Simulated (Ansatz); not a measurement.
# C3H6Si: single points with varied inputs

Aim: run C3H6Si under a spread of inputs, and see what each costs and gives.

Method: the settings change from run to run; program: Ansatz 0.2.0, Gaussian basis.

## (1) The geometry

The geometry comes from an earlier relaxation with PBE0-D4 in a triple-zeta def2 set; it is a stationary point, not always the lowest conformer.

SMILES `[SiH3]C1=CC1`, 10 atoms, charge 0, spin multiplicity 1.

Atoms are counted from 1 here; the program's logs count them from 0.

Bond lengths: Si1–C2 1.833 Å, Si1–H5 1.485 Å, Si1–H6 1.486 Å, Si1–H7 1.486 Å, C2–C3 1.296 Å, C2–C4 1.523 Å, C3–C4 1.479 Å, C3–H8 1.078 Å, C4–H9 1.090 Å, C4–H10 1.090 Å. Angles: C2–Si1–H5 110.5°, C2–Si1–H6 109.3°, C2–Si1–H7 109.3°, H5–Si1–H6 109.6°, H5–Si1–H7 109.6°, H6–Si1–H7 108.6°, Si1–C2–C3 152.3°, Si1–C2–C4 145.0°, C3–C2–C4 62.7°, C2–C3–C4 66.2°, C2–C3–H8 147.8°, C4–C3–H8 146.0°, C2–C4–C3 51.1°, C2–C4–H9 119.0°, C2–C4–H10 119.0°, C3–C4–H9 119.9°, C3–C4–H10 119.9°, H9–C4–H10 113.9°.

## (2) wB97/def2-mTZVP

Contents of in.yaml:

```yaml
crystal:
  periodic: [false, false, false]
  atoms:
    - {symbol: Si, position_ang: [-0.976381, 0.983637, -0.918358]}
    - {symbol: C, position_ang: [0.023983, -0.235175, 0.016319]}
    - {symbol: C, position_ang: [0.356269, -1.448448, 0.329252]}
    - {symbol: C, position_ang: [1.132104, -0.413561, 1.046172]}
    - {symbol: H, position_ang: [-1.944557, 0.290226, -1.805775]}
    - {symbol: H, position_ang: [-1.710982, 1.852497, 0.037506]}
    - {symbol: H, position_ang: [-0.074170, 1.835967, -1.735593]}
    - {symbol: H, position_ang: [0.195984, -2.504021, 0.184017]}
    - {symbol: H, position_ang: [0.918652, -0.203767, 2.094080]}
    - {symbol: H, position_ang: [2.162199, -0.208553, 0.755380]}
basis:
  gaussian: {orbitals: def2-mTZVP}
hamiltonian: {xc: {name: wB97}}
```

Launch:

```sh
> ansatz run in.yaml --threads 2 --pin off --events-out ev --progress --plain --max-ram 4352MiB
```

Log:

```text
Functional definition: wB97
  name "wB97"
  cite "Chai & Head-Gordon, J. Chem. Phys. 128, 084106 (2008) doi:10.1063/1.2834918"
  cite "Becke, J. Chem. Phys. 107, 8554 (1997) doi:10.1063/1.475007"
  parameter omega = 0.4/bohr
  parameter cx1 = 1.13116
  parameter cx2 = -2.74915
  parameter cx3 = 12.0900
  parameter cx4 = -5.71642
  parameter css1 = -2.55352
  parameter css2 = 11.8926
  parameter css3 = -26.9452
  parameter css4 = 17.0927
  parameter cos1 = 3.99051
  parameter cos2 = -17.0066
  parameter cos3 = 1.07292
  parameter cos4 = 8.88211
  # The coefficients of nought are those of the uniform gas.
  exchange = spin_sum(e_x_unif_sr(omega)*poly(b97_u_x, 1, cx1, cx2, cx3, cx4)) + exact_x_lr(omega)
  correlation = spin_sum(e_c_pw_same_spin*poly(b97_u_same, 1, css1, css2, css3, css4))
      + integral(e_c_pw_opposite_spin*poly(b97_u_opposite, 1, cos1, cos2, cos3, cos4))
1030 factors; their error is unknown
348 factors; integrals over basis functions are off by at most 1.1e-5 eV
mean field evaluation 1: about -11080.7786 eV, gradient 3.4e1 eV
mean field evaluation 2: about -11082.5139 eV, gradient 2.3e1 eV
mean field evaluation 4: about -11083.7582 eV, gradient 4.8e-1 eV
mean field evaluation 8: about -11083.7262 eV, gradient 3.1e-1 eV
mean field evaluation 16: about -11083.7264 eV, gradient 4.7e-5 eV
mean field -11083.72641462 eV, -407.3194329177 hartree, gradient 4.7e-5 eV, S^2 0.000000; 0 other end points of the search recorded, 0 dependent functions left out
reference -11083.72640297 eV, -407.3194324895 hartree; 19, 19 occupied and 78, 78 virtual orbitals, 1030 factors
Total energy: -11083.72640297 eV, -407.3194324895 hartree
```

Run time: 4 s. Hardware: 2 threads of Arm Neoverse V1, shared host.

## (3) wB97/x2c-TZVPPall

Set apart from the defaults: high accuracy.

in.yaml, as its differences from that of step 2:

```diff
@@ -14,3 +14,4 @@
 basis:
-  gaussian: {orbitals: def2-mTZVP}
+  gaussian: {orbitals: x2c-TZVPPall}
 hamiltonian: {xc: {name: wB97}}
+accuracy: high
```

The command is unchanged.

Log (excerpt; [...] marks lines left out):

```text
Functional definition: wB97
  name "wB97"
  cite "Chai & Head-Gordon, J. Chem. Phys. 128, 084106 (2008) doi:10.1063/1.2834918"
  cite "Becke, J. Chem. Phys. 107, 8554 (1997) doi:10.1063/1.475007"
[...]
  # The coefficients of nought are those of the uniform gas.
[...]
      + integral(e_c_pw_opposite_spin*poly(b97_u_opposite, 1, cos1, cos2, cos3, cos4))
3793 factors; integrals over basis functions are off by at most 2.4e-8 eV
726 factors; integrals over basis functions are off by at most 2.1e-9 eV
[...]
mean field -11102.26456575 eV, -408.0006974060 hartree, gradient 2.3e-8 eV, S^2 0.000000; 0 other end points of the search recorded, 0 dependent functions left out
reference -11102.26456459 eV, -408.0006973633 hartree; 19, 19 occupied and 200, 200 virtual orbitals, 3793 factors
Total energy: -11102.26456459 eV, -408.0006973633 hartree
Relativity: scalar
```

Run time: 37 s. Hardware: 2 threads of Arm Neoverse V1, shared host; peak memory 1.5 GiB.

## (4) PBE0-DH/aug-cc-pVDZ

in.yaml, as its differences from that of step 3:

```diff
@@ -14,4 +14,3 @@
 basis:
-  gaussian: {orbitals: x2c-TZVPPall}
-hamiltonian: {xc: {name: wB97}}
-accuracy: high
+  gaussian: {orbitals: aug-cc-pVDZ}
+hamiltonian: {xc: {name: PBE0-DH}}
```

Launched as before.

Log (excerpt; [...] marks lines left out):

```text
Functional definition: PBE0-DH
  name "PBE0-DH"
  cite "Brémond & Adamo, J. Chem. Phys. 135, 024106 (2011) doi:10.1063/1.3604569"
  cite "Perdew, Burke & Ernzerhof, Phys. Rev. Lett. 77, 3865 (1996) doi:10.1103/PhysRevLett.77.3865"
[...]
1498 factors; integrals over basis functions are off by at most 4.7e-4 eV
[...]
mean field -11073.72160362 eV, -406.9517628949 hartree, gradient 4.7e-6 eV, S^2 0.000000; 0 other end points of the search recorded, 0 dependent functions left out
8 core orbitals not correlated: weight in the atoms' cores, before any rotation towards them, 1.000 or more for the frozen orbitals, at most 0.000 for the correlated occupied ones
reference -11073.72165361 eV, -406.9517647320 hartree; 11, 11 occupied and 131, 131 virtual orbitals, 1498 factors
second order -17.68416023 eV of doubles, -0.00000000 eV of singles
Total energy: -11075.93217364 eV, -407.0329998447 hartree
```

It took 5.5 s on 2 threads of Arm Neoverse V1, shared host.

## (5) wB97M-V/def2-mTZVP

in.yaml, as its differences from that of step 4:

```diff
@@ -14,3 +14,4 @@
 basis:
-  gaussian: {orbitals: aug-cc-pVDZ}
-hamiltonian: {xc: {name: PBE0-DH}}
+  gaussian: {orbitals: def2-mTZVP}
+hamiltonian: {xc: {name: wB97M-V}}
+output: {forces: true}
```

Same command.

Log (excerpt; [...] marks lines left out):

```text
Functional definition: wB97M-V
  name "wB97M-V"
  cite "Mardirossian & Head-Gordon, J. Chem. Phys. 144, 214110 (2016) doi:10.1063/1.4952647"
  cite "Becke, J. Chem. Phys. 107, 8554 (1997) doi:10.1063/1.475007"
  cite "Vydrov & Van Voorhis, J. Chem. Phys. 133, 244103 (2010) doi:10.1063/1.3521275"
  # Of w^i u^j: cxij and so on, Table III.
[...]
  gx(w, u) = 1 - cx + cx01*u + cx10*w
  gss(w, u) = css00 + css04*u^4 + css10*w + css20*w^2 + css43*w^4*u^3
  gos(w, u) = cos00 + cos10*w + (cos20 + cos21*u)*w^2 + (cos60 + cos61*u)*w^6
[...]
      + integral(e_c_pw_mod_opposite_spin*gos(b97_w_opposite, b97_u_opposite)) + vv10(b, c)
926 factors; integrals over basis functions are off by at most 1.0e-3 eV
291 factors; integrals over basis functions are off by at most 5.6e-6 eV
[...]
Atom 0 at    -0.976381     0.983637    -0.918358 Å, force    -0.161372     0.225164    -0.151067 eV/Å
Atom 1 at     0.023983    -0.235175     0.016319 Å, force     0.020007    -0.217736     0.018651 eV/Å
Atom 2 at     0.356269    -1.448448     0.329252 Å, force    -0.148658    -0.065398    -0.137212 eV/Å
Atom 3 at     1.132104    -0.413561     1.046172 Å, force     0.232088     0.144722     0.215192 eV/Å
Atom 4 at    -1.944557     0.290226    -1.805775 Å, force     0.099311     0.070602     0.090748 eV/Å
Atom 5 at    -1.710982     1.852497     0.037506 Å, force     0.072645    -0.093886    -0.105186 eV/Å
Atom 6 at    -0.074170     1.835967    -1.735593 Å, force    -0.100020    -0.091796     0.082139 eV/Å
Atom 7 at     0.195984    -2.504021     0.184017 Å, force     0.004533     0.045394     0.004265 eV/Å
Atom 8 at     0.918652    -0.203767     2.094080 Å, force     0.024173    -0.008584    -0.044654 eV/Å
Atom 9 at     2.162199    -0.208553     0.755380 Å, force    -0.042706    -0.008482     0.027125 eV/Å
Dipole moment:    -0.006010    -0.118335    -0.005185 e Å
```

It took 7.5 s on 2 threads of Arm Neoverse V1, shared host.

Largest force 0.348 eV/Å, dipole 0.57 D.

## (6) PBE0-DH/pcseg-2

in.yaml, as its differences from that of step 5:

```diff
@@ -14,4 +14,4 @@
 basis:
-  gaussian: {orbitals: def2-mTZVP}
-hamiltonian: {xc: {name: wB97M-V}}
+  gaussian: {orbitals: pcseg-2}
+hamiltonian: {xc: {name: PBE0-DH}}
 output: {forces: true}
```

The command is unchanged.

Log (excerpt; [...] marks lines left out):

```text
Functional definition: PBE0-DH
  name "PBE0-DH"
  cite "Brémond & Adamo, J. Chem. Phys. 135, 024106 (2011) doi:10.1063/1.3604569"
  cite "Perdew, Burke & Ernzerhof, Phys. Rev. Lett. 77, 3865 (1996) doi:10.1103/PhysRevLett.77.3865"
[...]
1222 factors; integrals over basis functions are off by at most 1.1e-3 eV
[...]
mean field -11074.88621308 eV, -406.9945615034 hartree, gradient 2.6e-6 eV, S^2 0.000000; 0 other end points of the search recorded, 0 dependent functions left out
8 core orbitals not correlated: weight in the atoms' cores, before any rotation towards them, 1.000 or more for the frozen orbitals, at most 0.000 for the correlated occupied ones
reference -11074.88624271 eV, -406.9945625922 hartree; 11, 11 occupied and 189, 189 virtual orbitals, 1222 factors
second order -20.19536935 eV of doubles, -0.00000000 eV of singles
[...]
Total energy: -11077.41066388 eV, -407.0873333590 hartree
Atom 0 at    -0.976381     0.983637    -0.918358 Å, force    -0.036434     0.068318    -0.034284 eV/Å
Atom 1 at     0.023983    -0.235175     0.016319 Å, force     0.096128    -0.152637     0.089085 eV/Å
Atom 2 at     0.356269    -1.448448     0.329252 Å, force    -0.022983     0.076452    -0.021052 eV/Å
Atom 3 at     1.132104    -0.413561     1.046172 Å, force     0.010914     0.014854     0.010149 eV/Å
Atom 4 at    -1.944557     0.290226    -1.805775 Å, force     0.083719     0.053380     0.076521 eV/Å
Atom 5 at    -1.710982     1.852497     0.037506 Å, force     0.060394    -0.078528    -0.080863 eV/Å
Atom 6 at    -0.074170     1.835967    -1.735593 Å, force    -0.076563    -0.076798     0.067872 eV/Å
Atom 7 at     0.195984    -2.504021     0.184017 Å, force     0.030015     0.175096     0.027504 eV/Å
Atom 8 at     0.918652    -0.203767     2.094080 Å, force     0.027011    -0.040370    -0.174582 eV/Å
Atom 9 at     2.162199    -0.208553     0.755380 Å, force    -0.172200    -0.039766     0.039650 eV/Å
Dipole moment:    -0.003593    -0.115740    -0.002970 e Å
```

Run time: 15 s. Hardware: 2 threads of Arm Neoverse V1, shared host; peak memory 0.63 GiB.

Largest force 0.201 eV/Å, dipole 0.56 D.

## (7) r2SCAN0/6-31G*

Set apart from the defaults: the search for lower states set to full.

in.yaml, as its differences from that of step 6:

```diff
@@ -14,4 +14,5 @@
 basis:
-  gaussian: {orbitals: pcseg-2}
-hamiltonian: {xc: {name: PBE0-DH}}
+  gaussian: {orbitals: "6-31G*"}
+hamiltonian: {xc: {name: r2SCAN0}}
+scf: {lower_state_search: full}
 output: {forces: true}
```

Same command.

Log (excerpt; [...] marks lines left out):

```text
Functional definition: r2SCAN0
  name "r2SCAN0"
  cite "Bursch, Neugebauer, Ehlert & Grimme, J. Chem. Phys. 156, 134105 (2022) doi:10.1063/5.0086040"
  cite "Furness, Kaplan, Ning, Perdew & Sun, J. Phys. Chem. Lett. 11, 8208 (2020) doi:10.1021/acs.jpclett.0c02405"
  cite "Furness, Kaplan, Ning, Perdew & Sun, J. Phys. Chem. Lett. 11, 9248 (2020) doi:10.1021/acs.jpclett.0c03077"
  parent r2scan
[...]
789 factors; integrals over basis functions are off by at most 8.3e-4 eV
[...]
mean field -11080.04049800 eV, -407.1839779804 hartree, gradient 1.2e-5 eV, S^2 0.000000; 0 other end points of the search recorded, 0 dependent functions left out
[...]
reference -11080.04050543 eV, -407.1839782533 hartree; 19, 19 occupied and 57, 57 virtual orbitals, 789 factors
Total energy: -11080.04050543 eV, -407.1839782533 hartree
Atom 0 at    -0.976381     0.983637    -0.918358 Å, force    -0.013473     0.045593    -0.012671 eV/Å
Atom 1 at     0.023983    -0.235175     0.016319 Å, force    -0.051556     0.099430    -0.048981 eV/Å
Atom 2 at     0.356269    -1.448448     0.329252 Å, force     0.044611    -0.122080     0.042521 eV/Å
Atom 3 at     1.132104    -0.413561     1.046172 Å, force    -0.011109    -0.034093    -0.010142 eV/Å
Atom 4 at    -1.944557     0.290226    -1.805775 Å, force     0.037600     0.046794     0.033928 eV/Å
Atom 5 at    -1.710982     1.852497     0.037506 Å, force     0.024444    -0.028535    -0.064647 eV/Å
Atom 6 at    -0.074170     1.835967    -1.735593 Å, force    -0.062835    -0.027257     0.030172 eV/Å
Atom 7 at     0.195984    -2.504021     0.184017 Å, force     0.011499     0.014852     0.010870 eV/Å
Atom 8 at     0.918652    -0.203767     2.094080 Å, force     0.025431     0.002674    -0.006592 eV/Å
Atom 9 at     2.162199    -0.208553     0.755380 Å, force    -0.004611     0.002622     0.025541 eV/Å
Dipole moment:    -0.003152    -0.125225    -0.002522 e Å
```

It took 3 s on 2 threads of Arm Neoverse V1, shared host.

Largest force 0.137 eV/Å, dipole 0.60 D.

## (8) B3LYP/6-31G*

This run has multiplicity 3, restricted open-shell orbitals.

in.yaml, as its differences from that of step 7:

```diff
@@ -15,4 +15,4 @@
   gaussian: {orbitals: "6-31G*"}
-hamiltonian: {xc: {name: r2SCAN0}}
-scf: {lower_state_search: full}
+magnetization: {spin_polarized: false, initial_magnetization: 2}
+hamiltonian: {xc: {name: B3LYP}}
 output: {forces: true}
```

Launched as before.

Log (excerpt; [...] marks lines left out):

```text
Functional definition: B3LYP
  name "B3LYP"
  cite "Stephens, Devlin, Chabalowski & Frisch, J. Phys. Chem. 98, 11623 (1994) doi:10.1021/j100096a001"
  cite "Becke, Phys. Rev. A 38, 3098 (1988) doi:10.1103/PhysRevA.38.3098"
  cite "Lee, Yang & Parr, Phys. Rev. B 37, 785 (1988) doi:10.1103/PhysRevB.37.785"
  cite "Vosko, Wilk & Nusair, Can. J. Phys. 58, 1200 (1980) doi:10.1139/p80-159"
[...]
789 factors; integrals over basis functions are off by at most 8.3e-4 eV
[...]
mean field -11079.85007122 eV, -407.1769799252 hartree, gradient 2.0e-5 eV, S^2 2.000000; 2 other end points of the search recorded, 0 dependent functions left out
[...]
reference -11079.85030075 eV, -407.1769883601 hartree; 20, 18 occupied and 56, 58 virtual orbitals, 789 factors
Total energy: -11079.85030075 eV, -407.1769883601 hartree
Atom 0 at    -0.976381     0.983637    -0.918358 Å, force     0.547924    -0.467762     0.512259 eV/Å
Atom 1 at     0.023983    -0.235175     0.016319 Å, force    -2.486741     9.812956    -2.339437 eV/Å
Atom 2 at     0.356269    -1.448448     0.329252 Å, force     3.259387    -9.290003     3.059851 eV/Å
Atom 3 at     1.132104    -0.413561     1.046172 Å, force    -1.192320    -0.793829    -1.104675 eV/Å
Atom 4 at    -1.944557     0.290226    -1.805775 Å, force    -0.031228    -0.024563    -0.029995 eV/Å
Atom 5 at    -1.710982     1.852497     0.037506 Å, force    -0.145630     0.287846    -0.062569 eV/Å
Atom 6 at    -0.074170     1.835967    -1.735593 Å, force    -0.072411     0.289006    -0.146774 eV/Å
Atom 7 at     0.195984    -2.504021     0.184017 Å, force     0.085374     0.031025     0.078731 eV/Å
Atom 8 at     0.918652    -0.203767     2.094080 Å, force    -0.097263     0.078014     0.140254 eV/Å
Atom 9 at     2.162199    -0.208553     0.755380 Å, force     0.132907     0.077311    -0.107645 eV/Å
Dipole moment:     0.156728    -0.130825     0.146046 e Å
```

Run time: 3 s. Hardware: 2 threads of Arm Neoverse V1, shared host.

Largest force 10.390 eV/Å, dipole 1.21 D.

## (9) revPBE/cc-pVDZ

Set apart from the defaults: multiplicity 3, restricted open-shell orbitals, a grid of angular degree 23, D3(BJ) with three-body dispersion, high accuracy, the search for lower states set to off.

in.yaml, as its differences from that of step 8:

```diff
@@ -14,5 +14,7 @@
 basis:
-  gaussian: {orbitals: "6-31G*"}
+  gaussian: {orbitals: cc-pVDZ, final_grid: {core_spheres: 8, valence_spheres: 7, degree: 23}}
 magnetization: {spin_polarized: false, initial_magnetization: 2}
-hamiltonian: {xc: {name: B3LYP}}
+hamiltonian: {xc: {name: revPBE}, dispersion: d3bjatm}
+accuracy: high
+scf: {lower_state_search: off}
 output: {forces: true}
```

Launched as before.

Log (excerpt; [...] marks lines left out):

```text
Functional definition: revPBE
  name "revPBE"
  cite "Zhang & Yang, Phys. Rev. Lett. 80, 890 (1998) doi:10.1103/PhysRevLett.80.890"
  cite "Perdew, Burke & Ernzerhof, Phys. Rev. Lett. 77, 3865 (1996) doi:10.1103/PhysRevLett.77.3865"
[...]
2134 factors; integrals over basis functions are off by at most 3.7e-9 eV
[...]
mean field -11077.32341020 eV, -407.0841268455 hartree, gradient 4.5e-8 eV, S^2 2.000000; 0 other end points of the search recorded, 0 dependent functions left out
[...]
reference -11077.32341425 eV, -407.0841269941 hartree; 20, 18 occupied and 70, 72 virtual orbitals, 2134 factors
Total energy: -11077.80055952 eV, -407.1016617596 hartree
Atom 0 at    -0.976381     0.983637    -0.918358 Å, force     0.454893    -0.486692     0.428275 eV/Å
Atom 1 at     0.023983    -0.235175     0.016319 Å, force    -2.429050     9.931710    -2.285990 eV/Å
Atom 2 at     0.356269    -1.448448     0.329252 Å, force     3.248207    -9.397400     3.049522 eV/Å
Atom 3 at     1.132104    -0.413561     1.046172 Å, force    -1.319880    -0.774688    -1.223183 eV/Å
Atom 4 at    -1.944557     0.290226    -1.805775 Å, force    -0.274578    -0.228002    -0.253125 eV/Å
Atom 5 at    -1.710982     1.852497     0.037506 Å, force    -0.336774     0.532942     0.245789 eV/Å
Atom 6 at    -0.074170     1.835967    -1.735593 Å, force     0.222495     0.529196    -0.364990 eV/Å
Atom 7 at     0.195984    -2.504021     0.184017 Å, force     0.015908    -0.463119     0.015911 eV/Å
Atom 8 at     0.918652    -0.203767     2.094080 Å, force    -0.195009     0.179479     0.629280 eV/Å
Atom 9 at     2.162199    -0.208553     0.755380 Å, force     0.613789     0.176573    -0.241488 eV/Å
Dipole moment:     0.168363    -0.114785     0.156746 e Å
Checks for a lower state left out: stability, starts, cluster_reference, orbital_swaps, neighbouring_geometries, increment
```

Wall time 3.1 s (2 threads of Arm Neoverse V1, shared host).

Largest force 10.477 eV/Å, dipole 1.23 D.

## (10) B2GP-PLYP/cc-pVTZ

This run has atoms shaken by 0.03 Å.

Contents of in.yaml:

```yaml
crystal:
  periodic: [false, false, false]
  atoms:
    - {symbol: Si, position_ang: [-0.977765, 1.002141, -0.934976]}
    - {symbol: C, position_ang: [0.050010, -0.204411, 0.045686]}
    - {symbol: C, position_ang: [0.303632, -1.479815, 0.370088]}
    - {symbol: C, position_ang: [1.122521, -0.421320, 1.055120]}
    - {symbol: H, position_ang: [-1.924766, 0.269916, -1.808135]}
    - {symbol: H, position_ang: [-1.725633, 1.858629, -0.005508]}
    - {symbol: H, position_ang: [-0.060975, 1.860679, -1.761773]}
    - {symbol: H, position_ang: [0.126158, -2.518816, 0.149684]}
    - {symbol: H, position_ang: [0.912207, -0.215418, 2.068951]}
    - {symbol: H, position_ang: [2.155376, -0.272305, 0.726790]}
basis:
  gaussian: {orbitals: cc-pVTZ}
hamiltonian: {xc: {name: B2GP-PLYP}}
output: {forces: true}
```

The command is unchanged.

Log (excerpt; [...] marks lines left out):

```text
Functional definition: B2GP-PLYP
  name "B2GP-PLYP"
  cite "Karton, Tarnopolsky, Lamère, Schatz & Martin, J. Phys. Chem. A 112, 12868 (2008) doi:10.1021/jp801805p"
  cite "Becke, Phys. Rev. A 38, 3098 (1988) doi:10.1103/PhysRevA.38.3098"
  cite "Lee, Yang & Parr, Phys. Rev. B 37, 785 (1988) doi:10.1103/PhysRevB.37.785"
[...]
1176 factors; integrals over basis functions are off by at most 1.1e-3 eV
[...]
mean field -11070.03633012 eV, -406.8163315918 hartree, gradient 2.0e-6 eV, S^2 0.000000; 0 other end points of the search recorded, 0 dependent functions left out
8 core orbitals not correlated: weight in the atoms' cores, before any rotation towards them, 1.000 or more for the frozen orbitals, at most 0.000 for the correlated occupied ones
reference -11070.03645927 eV, -406.8163363379 hartree; 11, 11 occupied and 189, 189 virtual orbitals, 1176 factors
[...]
Atom 0 at    -0.977765     1.002141    -0.934976 Å, force     0.613358    -0.160108    -0.110565 eV/Å
Atom 1 at     0.050010    -0.204411     0.045686 Å, force    -0.766489    -1.854975    -0.320322 eV/Å
Atom 2 at     0.303632    -1.479815     0.370088 Å, force    -0.240703     2.291849    -0.778789 eV/Å
Atom 3 at     1.122521    -0.421320     1.055120 Å, force     0.848817    -0.679424    -0.716145 eV/Å
Atom 4 at    -1.924766     0.269916    -1.808135 Å, force     0.083422     0.043991     0.039837 eV/Å
Atom 5 at    -1.725633     1.858629    -0.005508 Å, force    -0.096366     0.131420     0.091443 eV/Å
Atom 6 at    -0.060975     1.860679    -1.761773 Å, force    -0.308795    -0.238106     0.212553 eV/Å
Atom 7 at     0.126158    -2.518816     0.149684 Å, force     0.032053     0.168212     0.200880 eV/Å
Atom 8 at     0.912207    -0.215418     2.068951 Å, force     0.042554     0.286578     1.023932 eV/Å
Atom 9 at     2.155376    -0.272305     0.726790 Å, force    -0.207851     0.010562     0.357175 eV/Å
Dipole moment:    -0.014525    -0.094109    -0.012044 e Å
```

It took 16 s on 2 threads of Arm Neoverse V1, shared host; peak memory 0.63 GiB.

Largest force 2.432 eV/Å, dipole 0.46 D.

## (11) The runs in one table

```csv
level,charge,multiplicity,geometry,functions,energy (eV),time
wB97/def2-mTZVP,0,1,relaxed,97,-11083.726,4 s
wB97/x2c-TZVPPall,0,1,relaxed,219,-11102.265,37 s
PBE0-DH/aug-cc-pVDZ,0,1,relaxed,150,-11075.932,5.5 s
wB97M-V/def2-mTZVP,0,1,relaxed,97,-11082.319,7.5 s
PBE0-DH/pcseg-2,0,1,relaxed,208,-11077.411,15 s
r2SCAN0/6-31G*,0,1,relaxed,76,-11080.041,3 s
B3LYP/6-31G*,0,3,relaxed,76,-11079.850,3 s
revPBE/cc-pVDZ,0,3,relaxed,90,-11077.801,3.1 s
B2GP-PLYP/cc-pVTZ,0,1,shaken,208,-11076.982,16 s
```

## (12) What came out

| quantity | value |
| --- | --- |
| runs | 9 |
| quickest | r2SCAN0/6-31G*, 3 s |
| slowest | wB97/x2c-TZVPPall, 37 s |
| spread of total energies, same state and geometry | 26.3 eV |
| dipole, same state and geometry | 0.56 to 0.60 D |

Run time spans a factor of 13, from r2SCAN0/6-31G* to wB97/x2c-TZVPPall. The jobs differ in tasks and options as well as level. Total energies at one charge and spin differ by 26 eV between levels, so only differences within one level mean anything. Some of these runs are scalar-relativistic and others not, which shifts the totals of all-electron atoms past neon by eV; core potentials, where a basis has them, take the core out of the total altogether. At the PBE0-D4/def2-TZVP geometry and in the same state, runs without warnings or point charges leave forces up to 0.35 eV/Å (wB97M-V/def2-mTZVP), against 2.4 eV/Å where the atoms were moved. At that geometry and state the dipole changes by 8 % between the lowest and highest value.
